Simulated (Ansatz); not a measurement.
**C8H4N2: taking an electron away**

The task here is to estimate one member of a computed series from the others.

Method: unrestricted cation, the program's frozen cores in correlated methods; program: Ansatz 0.2.0, Gaussian basis.

The runs, in order: UKS PBE-D4/def2-TZVPP; UKS r2SCAN-D4/def2-TZVPP; UKS PBE0-D4/def2-TZVPP; UKS B3LYP-D4/def2-TZVPP; UKS wB97X-V/def2-TZVPP; UKS wB97M-V/def2-TZVPP; UKS B2PLYP/def2-TZVPP; UHF-CCSD(T)/def2-TZVPP; UHF-MP2/def2-QZVPP; extrapolation to the limit; then −ε(HOMO) from the neutral's earlier runs with LDA (SPW92), PBE-D4, revPBE-D4, BLYP-D4, r2SCAN-D4, B97M-V, PBE0-D4, B3LYP-D4, r2SCANh-D4, r2SCAN0-D4, HSE06-D4, BHLYP-D4, CAM-B3LYP-D4, LC-ωPBE, ωB97X-V, ωB97M-V.

### The geometry

An earlier PBE0-D4 in a triple-zeta def2 set relaxation fixed the geometry.

SMILES `N#Cc1ccccc1C#N`, 14 atoms, charge 0, spin multiplicity 1.

Atoms are counted from 1 here; the program's logs count them from 0.

Bond lengths: N1–C2 1.151 Å, C2–C3 1.425 Å, C3–C4 1.392 Å, C3–C8 1.404 Å, C4–C5 1.384 Å, C4–H11 1.083 Å, C5–C6 1.388 Å, C5–H12 1.083 Å, C6–C7 1.384 Å, C6–H13 1.083 Å, C7–C8 1.392 Å, C7–H14 1.083 Å, C8–C9 1.425 Å, C9–N10 1.151 Å. Angles: N1–C2–C3 178.7°, C2–C3–C4 119.5°, C2–C3–C8 120.8°, C4–C3–C8 119.7°, C3–C4–C5 120.1°, C3–C4–H11 119.1°, C5–C4–H11 120.8°, C4–C5–C6 120.2°, C4–C5–H12 119.6°, C6–C5–H12 120.1°, C5–C6–C7 120.2°, C5–C6–H13 120.1°, C7–C6–H13 119.6°, C6–C7–C8 120.1°, C6–C7–H14 120.8°, C8–C7–H14 119.1°, C3–C8–C7 119.7°, C3–C8–C9 120.8° and more.

The first run:

Input file in.yaml:

```yaml
crystal:
  periodic: [false, false, false]
  atoms:
    - {symbol: N, position_ang: [1.303708, -2.778412, 1.738422]}
    - {symbol: C, position_ang: [0.827364, -1.909393, 1.153025]}
    - {symbol: C, position_ang: [0.212489, -0.853242, 0.419709]}
    - {symbol: C, position_ang: [-0.994098, -1.084072, -0.234549]}
    - {symbol: C, position_ang: [-1.601306, -0.067098, -0.949820]}
    - {symbol: C, position_ang: [-1.011693, 1.187005, -1.018976]}
    - {symbol: C, position_ang: [0.187700, 1.429664, -0.373123]}
    - {symbol: C, position_ang: [0.808923, 0.415435, 0.349792]}
    - {symbol: C, position_ang: [2.044023, 0.678725, 1.010466]}
    - {symbol: N, position_ang: [3.040562, 0.916553, 1.534998]}
    - {symbol: H, position_ang: [-1.445439, -2.066161, -0.174128]}
    - {symbol: H, position_ang: [-2.540237, -0.255391, -1.455942]}
    - {symbol: H, position_ang: [-1.488319, 1.982009, -1.579336]}
    - {symbol: H, position_ang: [0.656311, 2.404348, -0.420549]}
basis:
  gaussian: {orbitals: def2-TZVPP}
total_charge: 1
magnetization: {spin_polarized: true, initial_magnetization: 1}
hamiltonian: {xc: pbe, dispersion: d4}
```

Launch:

```sh
ansatz run in.yaml --threads 2 --pin off --events-out ev --progress --plain --max-ram 32768MiB --backend cuda --devices 0, --max-vram 18GiB
```

Steps of the session up to this table: Cation, UKS PBE-D4/def2-TZVPP; Cation, UKS r2SCAN-D4/def2-TZVPP; Cation, UKS PBE0-D4/def2-TZVPP; Cation, UKS B3LYP-D4/def2-TZVPP; Cation, UKS wB97X-V/def2-TZVPP; Cation, UKS wB97M-V/def2-TZVPP; Cation, UKS B2PLYP (frozen core)/def2-TZVPP; Cation, UHF-CCSD(T)/def2-TZVPP; Cation, UHF-MP2/def2-QZVPP.

One of the session's tables, all rows but one given; the rest of the session is left out.

Orbital estimates, from the neutral's runs:

| functional | −ε(HOMO) (eV) |
| --- | --- |
| LDA (SPW92) | 7.56 |
| PBE-D4 | 7.32 |
| revPBE-D4 | 7.24 |
| BLYP-D4 | 7.13 |
| r2SCAN-D4 | 7.52 |
| B97M-V | 7.44 |
| PBE0-D4 | 8.34 |
| B3LYP-D4 | 8.11 |
| r2SCANh-D4 | 7.90 |
| r2SCAN0-D4 | ? |
| HSE06-D4 | 7.95 |
| BHLYP-D4 | 9.17 |
| CAM-B3LYP-D4 | 9.52 |
| LC-ωPBE | 10.80 |
| ωB97X-V | 10.43 |
| ωB97M-V | 10.34 |

Estimate the missing values for r2SCAN0-D4.

Worked estimate for «−ε(HOMO) (eV)». Against the share of exact exchange, r2SCAN-D4 (0, 7.52), r2SCANh-D4 (0.1, 7.90) give a slope of 3.80 per unit share; at 0.25 the line stands at 8.47.

As computed: −ε(HOMO) (eV): 8.48. In «−ε(HOMO) (eV)» the line misses by -0.01.
